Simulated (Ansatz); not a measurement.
## KCuCl3 and its elements: a formation energy from the elements

Program: Ansatz 0.2.0, Python API.

The script, `formation.py`:
```python
# -*- coding: utf-8 -*-
"""Heat of formation of KCuCl3 at zero temperature, after relaxing cells and atoms."""

from collections import Counter
import warnings

import ansatz
import numpy as np

XC = "r2scan"
CUTOFF_EV = 550
K_SPACING = 0.33
SMEARING = "fermi_dirac"
WIDTH_EV = 0.02

POLARISED = {"KCuCl3"}


def run_phase(name, crystal):
    calc = (
        crystal.calculation()
        .functional(XC)
        .basis(CUTOFF_EV)
        .kpoints(spacing=K_SPACING)
        .occupations(SMEARING, width=WIDTH_EV)
        .stress()
    )
    if name in POLARISED:
        calc = calc.spin("collinear")
    calc = calc.relax(force_tolerance=0.02, cell=True)
    return calc.run(threads=1)


def counts(outcome):
    return Counter(site.symbol for site in outcome.lattice.sites)

def formation_energy(outcome, mu):
    n = counts(outcome)
    return (outcome.report["energy_sigma0_ev"] - sum(k * mu[element] for element, k in n.items())) / sum(n.values())


def volume_per_atom(outcome):
    return abs(np.linalg.det(outcome.lattice.cell_ang)) / len(outcome.lattice.sites)

warnings.simplefilter("ignore", ansatz.DeckWarning)

phases = {}
kcucl3 = (
    ansatz.Lattice.from_parameters(4.798052, 4.798052, 4.798052, alpha=90.0, beta=90.0, gamma=90.0)
    .atom("K", (0.0, 0.0, 0.0))
    .atom("Cu", (0.5, 0.5, 0.5))
    .atom("Cl", (0.0, 0.5, 0.5))
    .atom("Cl", (0.5, 0.0, 0.5))
    .atom("Cl", (0.5, 0.5, 0.0))
    .moments(Cu=0.6)
)
phases["KCuCl3"] = kcucl3
k = (
    ansatz.Lattice.bcc(5.225)
    .space_group(229)
    .atom("K", (0.0, 0.0, 0.0))
    .primitive()
)
phases["K"] = k
cu = (
    ansatz.Lattice.of((0.0, 1.8075, 1.8075), (1.8075, 0.0, 1.8075), (1.8075, 1.8075, 0.0))
    .atom("Cu", (0.0, 0.0, 0.0))
)
phases["Cu"] = cu
cl = (
    ansatz.Lattice.from_parameters(6.29, 4.5, 8.21, alpha=90, beta=90, gamma=90)
    .space_group(64, hermann_mauguin="Cmce")
    .atom("Cl", (0.5, 0.63, 0.1))
    .primitive()
)
phases["Cl"] = cl

done = {}
for name, crystal in phases.items():
    done[name] = run_phase(name, crystal)
    print(f"{name}: {done[name].report['energy_sigma0_ev']:.4f} eV, {len(done[name].lattice.sites)} atoms")

# chemical potentials of the elements at zero temperature
references = {"K": "K", "Cu": "Cu", "Cl": "Cl"}
mu = {element: done[name].report["energy_sigma0_ev"] / len(done[name].lattice.sites) for element, name in references.items()}

target = done["KCuCl3"]
heat = formation_energy(target, mu)
for element, value in mu.items():
    print(f"mu({element}) = {value:.4f} eV from {references[element]}, {volume_per_atom(done[references[element]]):.2f} A^3/atom")
print(f"formation energy of KCuCl3: {heat:.4f} eV/atom = {96.4853 * heat:.1f} kJ/mol of atoms")
```

```console
$ python formation.py
KCuCl3: -11430.9220 eV, 5 atoms
K: -1542.4541 eV, 1 atoms
Cu: -6631.2222 eV, 1 atoms
Cl: -4334.5018 eV, 4 atoms
mu(K) = -1542.4541 eV from K, 76.59 A^3/atom
mu(Cu) = -6631.2222 eV from Cu, 11.45 A^3/atom
mu(Cl) = -1083.6254 eV from Cl, 27.93 A^3/atom
formation energy of KCuCl3: -1.2739 eV/atom = -122.9 kJ/mol of atoms
```

The formation energy is -1.274 eV an atom (-122.9 kJ per mole of atoms), so KCuCl3 lies below the reference phases.

What to keep in mind:
- Absolute energies stand on the zero of these potentials, so only differences at equal settings mean something.
- Other magnetic orders than the one started from may lie lower.
- For the metals among these phases the mesh is modest: differences between phases can be off by up to 40 meV an atom.
- Without a Hubbard U or exact exchange, semilocal functionals often make such 3d compounds metallic or too weakly gapped.
- r2SCAN tends to overestimate the moments of itinerant magnets.
- The cells come from databases of deposited and of computed structures, and not all need be stable phases.
- The compound is the structure given, not necessarily its lowest; energies are at zero temperature, with no correction for gases. Magnetic phases start from parallel moments and may not end in their lowest magnetic state. A semilocal functional's error on such energies is often 0.05 to 0.1 eV an atom, and 0.1 to 0.3 eV against gases such as O2 or F2.
- The whole script took 120 s on 1 thread of AMD EPYC 7R43 64-Core Processor (Zen 3) (shared host), peak memory 0.81 GiB.

(A comment or docstring line of the script was reworded after the run, the code is as it ran; lines on the test bed's own set-up are left out of the output.)
